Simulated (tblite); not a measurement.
# C22H33O: the cost of one run

Computed with tblite 0.8.0 and PySCF 2.14.0 and routines of our own; the level stands in each step. Atoms count from 0.

## (1) The system as given

56 atoms, charge 0, multiplicity 2; geometry from: force field, distance geometry or constructed start.

## (2) Relaxing the molecule with GFN2-xTB

The job: settings as JSON, then the geometry in Å.

```
{"job": {"kind": "relax", "xc": "GFN2-xTB", "basis": "xTB"}, "charge": 0, "multiplicity": 2}
C      2.306100     2.123400     1.577500
C      2.068500     1.786400     0.296900
C      1.067800     0.763100    -0.046300
C      1.425800    -0.617800     0.041600
C      2.940200    -1.108500    -0.105400
C      3.061000    -2.397700    -0.986400
C      3.887600    -0.118100    -0.856600
C      3.565300    -1.373500     1.280500
C      0.397100    -1.613600     0.273200
O      0.688900    -2.795300     0.657300
C     -0.988500    -1.196500     0.148300
C     -2.131700    -2.313700     0.107000
C     -2.452700    -2.803000     1.539800
C     -3.472200    -1.869300    -0.542900
C     -1.732300    -3.531100    -0.779300
C     -1.295000     0.206500     0.059100
C     -2.619900     0.671200     0.503700
C     -2.876600     0.892500     1.797600
C     -0.292200     1.194600    -0.191600
C     -0.656100     2.656000    -0.662700
C     -1.962700     2.721300    -1.520500
C     -0.835300     3.610100     0.533600
C      0.406100     3.283300    -1.615800
H      3.053300     2.852400     1.832300
H      1.745300     1.660200     2.388400
H      2.634500     2.221800    -0.503400
H      4.103600    -2.585900    -1.282700
H      2.471000    -2.307600    -1.900500
H      2.768900    -3.310500    -0.465400
H      4.220700     0.706000    -0.215500
H      4.827500    -0.605200    -1.157900
H      3.421100     0.276400    -1.763500
H      3.541700    -0.480200     1.905700
H      4.610300    -1.691600     1.189600
H      3.040700    -2.163300     1.824700
H     -1.585600    -3.260900     2.022300
H     -3.247700    -3.555900     1.516200
H     -2.783300    -1.980100     2.174000
H     -4.088500    -1.271900     0.134100
H     -4.118900    -2.725600    -0.775300
H     -3.311600    -1.327300    -1.473600
H     -1.008800    -4.215200    -0.298200
H     -2.587600    -4.177800    -1.000500
H     -1.313600    -3.208900    -1.742100
H     -3.392000     0.792200    -0.247800
H     -2.107500     0.745100     2.547300
H     -3.854200     1.215000     2.126300
H     -2.007100     1.898900    -2.243700
H     -2.865300     2.715800    -0.912600
H     -2.031400     3.654400    -2.087700
H      0.074500     3.685000     1.136300
H     -1.082400     4.620900     0.193300
H     -1.633900     3.286100     1.205800
H     -0.001600     4.135500    -2.179200
H      0.755300     2.551200    -2.361800
H      1.258800     3.698300    -1.087500
```

Launch:

```
> OMP_NUM_THREADS=1 python large_run.py task.json out
```

One launch serves the whole session: the jobs run in the order shown.

Q: Estimate the wall time and peak memory of this first job on 1 thread of Arm Neoverse V1, shared host.

About 4 s, with a peak of 0.19 GiB.
